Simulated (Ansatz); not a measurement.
# Reference phase of V, 1 atom

Wanted: energy, pressure and frontier levels of the defect-free cell (PBEsol, r²SCAN, HSE06 and PBE).

All numbers are computed with Ansatz 0.2.0 (PAW, plane waves).

**1. The starting cell**

1 atoms (1 V); a = 2.563 Å, b = 2.563 Å, c = 2.563 Å, α = 109.47°, β = 109.47°, γ = 109.47°.

Steps to follow: (2) PBEsol single point at a 12×12×12 mesh, on 2 threads; (3) r²SCAN single point at a 12×12×12 mesh, on 2 threads; (4) HSE06 single point at a 12×12×12 mesh, on 2 threads; (5) PBE single point at a 12×12×12 mesh, on 2 threads.

Coordinates:

```xyz
1
Lattice="-1.4800 1.4800 1.4800 1.4800 -1.4800 1.4800 1.4800 1.4800 -1.4800" Properties=species:S:1:pos:R:3 pbc="T T T"
V     0.0000    0.0000    0.0000
```

**2. PBEsol on the given atoms**

Input file in.yaml:

```yaml
crystal:
  lattice:
    - [-1.479986, 1.479986, 1.479986]
    - [1.479986, -1.479986, 1.479986]
    - [1.479986, 1.479986, -1.479986]
  atoms:
    - { symbol: V, position: [0.000000, 0.000000, 0.000000] }
kpoints:
  mp_grid: { grid: [12, 12, 12] }
hamiltonian:
  xc: pbesol
scf:
  occupations: { method: fermi_dirac, width: 0.1 }
output:
  forces: true
  eigenvalues: true
  stress: true
  populations: true
```

Started as:

```sh
$ ansatz run in.yaml --threads 2 --pin off --max-ram 4750MiB --runs-dir r --events-out ev --progress --plain
```

**3. r²SCAN on the same atoms**

Edit in.yaml of step 2 so:

```diff
@@ -10,3 +10,3 @@
 hamiltonian:
-  xc: pbesol
+  xc: r2scan
 scf:
@@ -16,3 +16,2 @@
   eigenvalues: true
-  stress: true
   populations: true
```

**4. Single point with HSE06**

Edit in.yaml of step 3 so:

```diff
@@ -10,3 +10,3 @@
 hamiltonian:
-  xc: r2scan
+  xc: hse06
 scf:
```

**5. Single point with PBE**

Edit in.yaml of step 4 so:

```diff
@@ -10,3 +10,3 @@
 hamiltonian:
-  xc: hse06
+  xc: pbe
 scf:
```

Before running it: what results should come out? Wanted: for each run, energy; pressure.

**Answer**, as computed:

```
 level                   time  energy (eV/atom)  pressure (GPa)
PBEsol  1.5 s (2 CPU threads)        -2885.2863           -0.09
r²SCAN  2.1 s (2 CPU threads)        -2917.0560               -
 HSE06   23 s (2 CPU threads)        -2910.8469               -
   PBE  1.1 s (2 CPU threads)        -2912.3964               -
```

**What this shows.** No level run gives a gap: levels at the Fermi energy are partly filled.
